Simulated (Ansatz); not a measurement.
# Y2BiO2: properties at the relaxed cell

An exercise on one series of results from a longer session: the logs are not shown, and one member is left open.

Computed with Ansatz 0.2.0 (DFT r2SCAN, scalar-relativistic, plane waves, PAW, unless a step's input says otherwise).

## The starting structure

It takes space group I4/mmm (No. 139, tetragonal). The conventional cell has a = 3.867 Å, b = 3.867 Å, c = 13.496 Å, α = 90.00°, β = 90.00°, γ = 90.00°. Around Y (site symmetry 4mm) lie 4 O at 2.22 Å. Around Bi (site symmetry 4/mmm) lie 8 Y at 3.56 Å and 4 Bi at 3.87 Å and 8 O at 3.89 Å. O (site symmetry -4m2) is surrounded by 4 Y at 2.22 Å.

As a file:

```xyz
5
Lattice="-1.9337 1.9337 6.7482 1.9337 -1.9337 6.7482 1.9337 1.9337 -6.7482" Properties=species:S:1:pos:R:3 pbc="T T T"
Y     0.0000    0.0000    9.0227
Y     0.0000    0.0000    4.4737
Bi    0.0000    0.0000    0.0000
O     0.0000    1.9337    3.3741
O     1.9337    0.0000    3.3741
```

It goes back to an entry of the Materials Project, which need not be the stable form.

This cell was relaxed beforehand with the same method: volume 20.19 Å³/atom, gap on the mesh none (metal).

Set-up of the first run:

Input file input.yaml:

```yaml
crystal:
  lattice:
    - [-1.9141550709, 1.9141550709, 6.6800563537]
    - [1.9141550709, -1.9141550709, 6.6800563537]
    - [1.9141550709, 1.9141550709, -6.6800563537]
  atoms:
    - { symbol: "Y", position: [0.6685258596, 0.6685258596, 0.0] }
    - { symbol: "Y", position: [0.3314741404, 0.3314741404, 0.0] }
    - { symbol: Bi, position: [0.0, 0.0, 0.0] }
    - { symbol: O, position: [0.75, 0.25, 0.5] }
    - { symbol: O, position: [0.25, 0.75, 0.5] }
basis:
  ecutwfc: 500
kpoints:
  mp_grid: { grid: [14, 14, 14] }
hamiltonian:
  xc: r2scan
scf:
  occupations: { method: gaussian, width: 0.1 }
output:
  forces: true
  stress: true
  eigenvalues: true
relax:
  adjacent_minimum: "off"
  f_tol: 0.01
  max_steps: 30
  cell: { stress_tol: 0.1, fix: [volume] }
```

Among the steps run: The cell scaled to 0.97 of its volume; Point at V/V0 = 1.03; Volume × 0.94; Point at V/V0 = 1.06.

One table of the session follows, with a row left open; its other results are not shown here.

It belongs to the step «Energy against volume». 

| volume (Å³/atom) | energy above the lowest point (meV/atom) | pressure (GPa) |
| --- | --- | --- |
| 18.975 | 18.8 | 5.24 |
| 19.581 | ? | ? |
| 20.186 | 0.0 | -0.01 |
| 20.792 | 4.0 | -2.07 |
| 21.397 | 15.2 | -3.83 |

Q: Estimate the row for volume (Å³/atom) = 19.581 from the others.

Worked estimate for «energy above the lowest point (meV/atom)». A straight line through the neighbours (18.975, 18.8) and (20.186, 0.0) gives 18.8 + (0.0 − 18.8) × (19.581 − 18.975) / (20.186 − 18.975) = 9.4; a parabola fitted to 3 rows on both sides gives 4.9.

**Answer.** energy above the lowest point (meV/atom): 4.4; pressure (GPa): 2.40. In «energy above the lowest point (meV/atom)» the line misses by +5.0 and the parabola by +0.5.

Limits of these values: Spin polarisation is off in the runs that give these values; a magnetic solution could lie lower.
